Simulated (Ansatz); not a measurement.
A nudged elastic band was laid between two geometries of a periodic cell of 63 atoms, GaSi₆₂ (host Si, host structure diamond, dopant Ga, one Si atom removed).

All numbers below come from DFT PBE, scalar-relativistic, plane waves, PAW (Ansatz 0.2.0). Settings: PAW set soft_1, cutoff 420 eV, k mesh 1x1x1, fermi-dirac smearing 0.05 eV, spin collinear.

- movable images: 3
- climbing image: yes
- spring: 5.0 eV/Å²
- optimiser: quadratic models (default)
- start path: IDPP
- force threshold: 0.05 eV/Å
- iteration limit: 80
- end points: relaxed

Image 0:

```xyz
63
Lattice="10.8600 0.0000 0.0000 0.0000 10.8600 0.0000 0.0000 0.0000 10.8600" Properties=species:S:1:pos:R:3
Si 5.416 -0.005 0.011
Si 6.790 1.345 1.368
Si 8.140 2.722 0.014
Si 9.507 4.075 1.345
Si 8.152 -0.015 2.723
Si 9.516 1.329 4.091
Si -0.014 -0.019 -0.025
Si 1.367 1.345 1.342
Si 2.704 2.722 -0.013
Si 4.072 4.065 1.354
Si 5.413 5.434 -0.014
Si 6.791 6.770 1.342
Si 8.160 8.149 -0.025
Si 9.503 9.495 1.353
Si 2.729 -0.003 2.695
Si 4.083 1.346 4.074
Si 5.429 2.709 2.713
Si 6.794 4.055 4.074
Si 8.141 5.411 2.694
Si 9.500 6.758 4.046
Si 5.440 -0.014 5.434
Si 6.806 1.331 6.798
Si 8.151 2.696 5.434
Si 9.502 4.066 6.784
Si 8.146 -0.006 8.220
Si 9.500 1.375 9.521
Si -0.014 5.465 -0.046
Si 1.345 6.790 1.340
Si 2.672 8.151 -0.043
Si 4.063 9.490 1.345
Si 0.001 2.711 2.712
Si 1.371 4.078 4.077
Si 2.705 5.434 2.698
Si 4.060 6.769 4.076
Si 5.428 8.139 2.712
Si 6.810 9.482 4.094
Si 0.081 -0.009 5.428
Si 1.378 1.372 6.785
Si 2.729 2.722 5.426
Si 4.062 4.076 6.791
Si 5.414 5.408 5.423
Si 6.762 6.757 6.785
Si 8.146 8.055 5.432
Ga 9.509 9.488 6.791
Si 2.694 -0.020 8.131
Si 4.061 1.344 9.513
Si 5.427 2.712 8.146
Si 6.793 4.078 9.514
Si 8.157 5.444 8.131
Si 9.537 6.846 9.432
Si -0.003 8.142 2.708
Si 1.382 9.496 4.046
Si -0.013 5.445 5.440
Si 1.281 6.853 6.824
Si 2.690 8.148 5.443
Si 4.070 9.494 6.785
Si -0.003 2.715 8.140
Si 1.349 4.083 9.489
Si 2.670 5.469 8.126
Si 4.054 6.792 9.488
Si 5.425 8.142 8.141
Si 6.767 9.497 9.522
Si 1.293 9.464 9.436
```

Image 4:

Only the atoms that move by more than 0.05 Å are listed.
```
Si7 -0.001 0.026 0.021
Si13 8.119 8.146 0.021
Si20 9.512 6.803 4.092
Si25 8.211 -0.066 8.109
Si26 9.512 1.338 9.487
Si37 -0.036 -0.066 5.496
Si38 1.342 1.338 6.797
Si42 6.807 6.803 6.797
Si43 8.211 8.181 5.496
Ga44 10.854 8.151 8.139
Si45 2.736 0.026 8.144
Si49 8.119 5.409 8.144
Si50 9.418 6.790 9.500
Si52 1.342 9.493 4.092
Si53 -0.001 5.409 5.404
Si54 1.355 6.790 6.703
Si55 2.736 8.146 5.404
Si62 6.807 9.493 9.487
Si63 1.355 9.587 9.500
```

(1) Which bonds break or form, and what moves?

(2) What energy profile does the band end with?

(3) What is the geometry of the highest image?

Answers

(1) The atom that moves furthest is Ga44, by 2.33 Å; four of its nearest neighbours are Si43 2.40, Si37 2.40, Si25 2.40, Si54 3.72 Å at the first end and Si54 2.40, Si50 2.40, Si63 2.40, Si25 3.74 Å at the last.

(2) It converged. The highest image is number 2 of 0 to 4, 0.106 eV above the ends, which have the same energy within 2 meV. By the program's own check the climbing image is a first-order saddle point (lowest curvatures found: -0.33 and 1.13 eV/Å²). Limits of this set-up: coarse k mesh, a typed lattice constant that wasn't relaxed here.

| image | path coordinate (Å) | energy (eV) | Si25–Ga44 (Å) | Si37–Ga44 (Å) | Si43–Ga44 (Å) |
| --- | --- | --- | --- | --- | --- |
| 0 | 0.00 | 0.000 | 2.40 | 2.40 | 2.40 |
| 1 | 0.63 | 0.054 | 2.51 | 2.51 | 2.53 |
| 2 | 1.25 | 0.106 | 2.78 | 2.77 | 2.81 |
| 3 | 1.87 | 0.054 | 3.25 | 3.24 | 3.27 |
| 4 | 2.50 | 0.000 | 3.74 | 3.74 | 3.74 |

(3) 
```xyz
63
Lattice="10.8600 0.0000 0.0000 0.0000 10.8600 0.0000 0.0000 0.0000 10.8600" Properties=species:S:1:pos:R:3:forces:R:3
Si 5.428 0.012 0.012 0.00 0.00 0.00
Si 6.801 1.342 1.388 0.00 0.00 0.00
Si 8.124 2.717 0.008 0.01 0.00 0.00
Si 9.503 4.083 1.342 0.00 0.00 0.00
Si 8.164 -0.022 2.748 0.00 0.00 0.00
Si 9.538 1.266 4.158 0.00 0.01 0.00
Si -0.002 0.013 0.003 -0.01 0.00 0.00
Si 1.374 1.368 1.359 0.00 0.00 0.00
Si 2.700 2.745 -0.016 0.00 0.00 0.00
Si 4.071 4.072 1.354 0.00 0.00 0.00
Si 5.396 5.443 -0.017 0.00 0.00 0.00
Si 6.775 6.768 1.357 0.00 0.00 0.00
Si 8.133 8.143 -0.001 0.00 0.00 0.01
Si 9.503 9.500 1.356 0.00 0.00 0.00
Si 2.727 0.014 2.710 0.00 0.00 0.00
Si 4.103 1.342 4.084 0.00 0.00 0.00
Si 5.430 2.713 2.714 0.00 0.00 0.00
Si 6.801 4.038 4.085 0.00 0.00 0.00
Si 8.128 5.416 2.712 0.00 0.00 0.00
Si 9.502 6.776 4.069 0.00 -0.01 -0.01
Si 5.463 -0.022 5.448 0.00 0.00 0.00
Si 6.870 1.269 6.822 0.00 0.00 0.00
Si 8.164 2.674 5.448 0.00 0.00 0.00
Si 9.502 4.067 6.786 0.00 0.00 0.00
Si 8.273 -0.135 8.174 0.00 0.01 0.00
Si 9.501 1.359 9.513 0.00 0.00 0.00
Si -0.037 5.507 -0.083 0.00 0.00 0.00
Si 1.336 6.806 1.318 0.00 0.00 0.00
Si 2.623 8.180 -0.092 0.01 0.00 0.01
Si 4.052 9.495 1.336 0.00 0.00 0.00
Si -0.006 2.695 2.731 0.00 0.00 0.00
Si 1.370 4.071 4.056 0.00 0.00 0.00
Si 2.700 5.443 2.680 0.00 0.00 0.00
Si 4.074 6.766 4.060 0.00 0.01 0.00
Si 5.440 8.144 2.725 0.00 0.00 0.00
Si 6.864 9.465 4.149 0.00 0.00 0.00
Si 0.033 -0.137 5.560 0.00 0.01 0.00
Si 1.371 1.360 6.785 0.00 0.00 0.00
Si 2.725 2.718 5.408 0.00 0.00 0.01
Si 4.056 4.085 6.788 0.00 0.00 0.00
Si 5.429 5.415 5.413 0.00 0.00 0.00
Si 6.785 6.776 6.787 -0.01 -0.01 0.00
Si 8.267 8.117 5.552 0.01 0.00 0.01
Ga 10.191 8.836 7.467 -0.01 -0.02 0.00
Si 2.719 0.013 8.142 0.00 0.00 -0.01
Si 4.076 1.367 9.519 0.00 0.00 0.00
Si 5.445 2.696 8.139 0.00 0.00 0.00
Si 6.772 4.071 9.514 0.00 0.00 0.00
Si 8.134 5.426 8.140 -0.01 -0.01 0.00
Si 9.474 6.910 9.374 0.00 0.01 0.00
Si -0.002 8.144 2.711 0.00 0.00 0.00
Si 1.370 9.499 4.066 0.00 -0.01 0.00
Si -0.004 5.425 5.417 0.00 0.00 -0.01
Si 1.226 6.912 6.756 0.01 0.01 0.00
Si 2.716 8.143 5.416 0.00 0.00 0.00
Si 4.071 9.499 6.787 0.00 0.00 0.00
Si -0.003 2.712 8.141 0.00 0.00 0.00
Si 1.336 4.104 9.480 0.00 0.00 0.00
Si 2.630 5.509 8.106 0.00 0.00 0.00
Si 4.033 6.806 9.480 0.00 0.00 0.00
Si 5.426 8.144 8.142 0.00 0.00 0.00
Si 6.783 9.498 9.512 0.00 -0.01 0.01
Si 1.221 9.536 9.366 0.01 0.00 0.01
```

Time of the run: 2.4 min on 4 threads of Intel(R) Xeon(R) 6975P-C (Granite Rapids) (shared host), peak memory 3.5 GiB.
